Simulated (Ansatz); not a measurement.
# C2H7AlOS: the cost of one run

Method: RKS BHLYP-D4/def2-SVP, in Ansatz 0.2.0.

### Step 1. The system as given

Bond lengths: Al1–C2 2.295 Å, C2–C3 1.528 Å, Al1–S4 2.096 Å, Al1–H5 1.757 Å, Al1–O6 1.635 Å, C2–H7 1.100 Å, C2–H8 1.099 Å, C3–H9 1.087 Å, C3–H10 1.087 Å, C3–H11 1.091 Å, O6–H12 0.948 Å. Angles (14 of 19 angles, heavy atoms first): Al1–C2–C3 151.3°, C2–Al1–S4 92.3°, C2–Al1–O6 110.5°, S4–Al1–O6 157.2°, Al1–C2–H7 88.1°, Al1–C2–H8 86.5°, C3–C2–H7 109.1°, C3–C2–H8 108.8°, C2–Al1–H5 37.4°, S4–Al1–H5 54.9°, H5–Al1–O6 147.9°, C2–C3–H9 110.7°, C2–C3–H10 110.5°, C2–C3–H11 111.1°.

Coordinates:

```xyz
12

Al   -0.1795    1.8182    0.2986
C     0.1676   -0.4318    0.0096
C    -0.1817   -1.7683   -0.6439
S    -1.6283    1.8744   -1.2146
H    -0.7125    0.4328   -0.6407
O     0.7771    2.3966    1.4924
H     1.2284   -0.2073   -0.1766
H     0.0335   -0.5229    1.0970
H    -0.0483   -1.7151   -1.7216
H    -1.2178   -2.0305   -0.4447
H     0.4512   -2.5703   -0.2608
H     1.3101    2.7242    2.2053
```

### Step 2. A restrained relaxation towards end A

Springs on the bonds that form and break draw the guess towards this end; the thresholds are loose.

input.yaml

```yaml
crystal:
  periodic: [false, false, false]
  atoms:
    - { symbol: Al, position_ang: [-0.1795, 1.8182, 0.2986] }
    - { symbol: C, position_ang: [0.1676, -0.4318, 0.0096] }
    - { symbol: C, position_ang: [-0.1817, -1.7683, -0.6439] }
    - { symbol: S, position_ang: [-1.6283, 1.8744, -1.2146] }
    - { symbol: H, position_ang: [-0.7125, 0.4328, -0.6407] }
    - { symbol: O, position_ang: [0.7771, 2.3966, 1.4924] }
    - { symbol: H, position_ang: [1.2284, -0.2073, -0.1766] }
    - { symbol: H, position_ang: [0.0335, -0.5229, 1.097] }
    - { symbol: H, position_ang: [-0.0483, -1.7151, -1.7216] }
    - { symbol: H, position_ang: [-1.2178, -2.0305, -0.4447] }
    - { symbol: H, position_ang: [0.4512, -2.5703, -0.2608] }
    - { symbol: H, position_ang: [1.3101, 2.7242, 2.2053] }
basis:
  gaussian: { orbitals: def2-SVP }
hamiltonian:
  xc: { name: BHLYP }
  dispersion: d4
relax:
  f_tol: 0.15
  max_steps: 25
  restrain:
    - { distance: [4, 1], at: 2.37, k: 30.0 }
    - { distance: [0, 1], at: 1.97, k: 30.0 }
    - { distance: [4, 3], at: 1.36, k: 30.0 }
output:
  orbitals: {}
```

Started as:

```
$ ansatz run input.yaml --threads 2 --pin off --max-ram 3072MiB --backend cpu --events-out ev --progress --plain --runs-dir out
```

What time and memory should one allow on 2 threads of Arm Neoverse V1, shared host?

About 40 s, with a peak of 0.26 GiB.
